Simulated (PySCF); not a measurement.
# C4H12Si (tetramethylsilane): CAM-B3LYP/6-31G(d) (spherical functions)

What is the energy change on altering one bond length of C4H12Si (tetramethylsilane) at CAM-B3LYP/6-31G* (spherical functions)? The job is set up through a Python script.

Program for the calculation: PySCF 2.14.0.

## Step 1: The molecule

C4H12Si: 17 atoms, total charge 0, spin state singlet. As SMILES, `C[Si](C)(C)C`. Geometry: relaxed at GFN2-xTB.

Bond lengths: C1–Si2 1.909 Å, Si2–C3 1.909 Å, Si2–C4 1.909 Å, Si2–C5 1.909 Å, C1–H6 1.086 Å, C1–H7 1.086 Å, C1–H8 1.086 Å, C3–H9 1.086 Å, C3–H10 1.086 Å, C3–H11 1.086 Å, C4–H12 1.086 Å, C4–H13 1.086 Å, C4–H14 1.086 Å, C5–H15 1.086 Å, C5–H16 1.086 Å, C5–H17 1.086 Å. Some angles: C1–Si2–C3 109.5°, C1–Si2–C4 109.4°, C1–Si2–C5 109.5°, C3–Si2–C4 109.4°, C3–Si2–C5 109.5°, C4–Si2–C5 109.6°, Si2–C1–H6 111.4°, Si2–C1–H7 111.4°, Si2–C1–H8 111.3°, Si2–C3–H9 111.4°.

## Step 2: A single-point energy at CAM-B3LYP/6-31G(d) (spherical functions)

The input, geometry.xyz:

```xyz
17
C4H12Si
C     -0.375850     0.872220    -1.655880
Si    -0.000640     0.000450     0.000860
C      1.650190     0.652030     0.704300
C      0.131420    -1.882010    -0.289990
C     -1.406410     0.358090     1.242380
H     -0.454890     1.947720    -1.529400
H     -1.311340     0.524280    -2.083490
H      0.405760     0.685710    -2.386350
H      1.900210     0.165480     1.642360
H      1.606810     1.720680     0.892120
H      2.470870     0.474510     0.015710
H      0.343690    -2.411910     0.633680
H      0.925640    -2.118230    -0.991930
H     -0.792050    -2.286070    -0.693810
H     -2.362380     0.000140     0.872070
H     -1.224050    -0.125960     2.197140
H     -1.506980     1.422890     1.430230
```

The input, input.py:

```python
# C[Si](C)(C)C
from pyscf import gto, dft

molecule = gto.M(
    atom='geometry.xyz',
    max_memory=1860,
    verbose=3,
    basis='6-31g*',
)

myscf = dft.RKS(molecule)
myscf.xc = 'cam-b3lyp'
myscf.grids.level = 5
myscf.conv_tol = 1e-10
myscf.kernel()
if not myscf.converged:
    myscf = myscf.newton().run(myscf.mo_coeff, myscf.mo_occ)

energy = myscf.e_tot
print('Final energy', energy)
```

Command:

```
OMP_NUM_THREADS=1 python input.py
```

Log:

```text
converged SCF energy = -449.058174328294
Final energy -449.0581743282941
```

Wall time 59 s (1 thread of Arm Neoverse V1, shared host); peak memory 0.52 GiB.

## Step 3: The distorted shape at the same level

The input, job.py:

```python
from pyscf import gto, dft

molecule = gto.M(
    atom='''
C       -0.430552       1.017418      -1.942274
Si      -0.055342       0.145648      -0.285534
C        1.595488       0.797228       0.417906
C        0.076718      -1.736812      -0.576384
C       -1.461112       0.503288       0.955986
H       -0.509592       2.092918      -1.815794
H       -1.366042       0.669478      -2.369884
H        0.351058       0.830908      -2.672744
H        1.845508       0.310678       1.355966
H        1.552108       1.865878       0.605726
H        2.416168       0.619708      -0.270684
H        0.288988      -2.266712       0.347286
H        0.870938      -1.973032      -1.278324
H       -0.846752      -2.140872      -0.980204
H       -2.417082       0.145338       0.585676
H       -1.224050      -0.125960       2.197140
H       -1.561682       1.568088       1.143836
''',
    basis='6-31g*',
    verbose=3,
    max_memory=1860,
)

mf = dft.RKS(molecule)
mf.xc = 'cam-b3lyp'
mf.grids.level = 5
mf.conv_tol = 1e-10
mf.kernel()
if not mf.converged:
    mf = mf.newton().run(mf.mo_coeff, mf.mo_occ)

etot = mf.e_tot
print(f'total energy: {etot:.8f} hartree')
```

Command:

```
OMP_NUM_THREADS=1 python job.py
```

Log:

```text
converged SCF energy = -449.022628160844
total energy: -449.02262816 hartree
```

Wall time 64 s (1 thread of Arm Neoverse V1, shared host); peak memory 0.52 GiB.

## Step 4: What came out

Level: CAM-B3LYP/6-31G* (spherical functions).

```
                                                          quantity          value
                                         first shape: total energy  -449.05817 Eh
                                        first shape: dipole moment         0.00 D
                                          first shape: HOMO energy       -9.45 eV
                                          first shape: LUMO energy        3.39 eV
                                        first shape: HOMO–LUMO gap       12.85 eV
                                     distorted shape: total energy  -449.02263 Eh
                                    distorted shape: dipole moment         0.32 D
                                      distorted shape: HOMO energy       -9.41 eV
                                      distorted shape: LUMO energy        2.66 eV
                                    distorted shape: HOMO–LUMO gap       12.06 eV
energy change with the C5–H16 bond stretched from 1.086 to 1.412 Å       0.967 eV
```

With the C5–H16 bond stretched from 1.086 to 1.412 Å the energy rises by 0.97 eV (22.3 kcal/mol). The first shape isn't relaxed at this level, so the change isn't measured from a minimum. Mulliken charges (distorted shape) run from -0.66 on C1 to +0.74 on Si2.
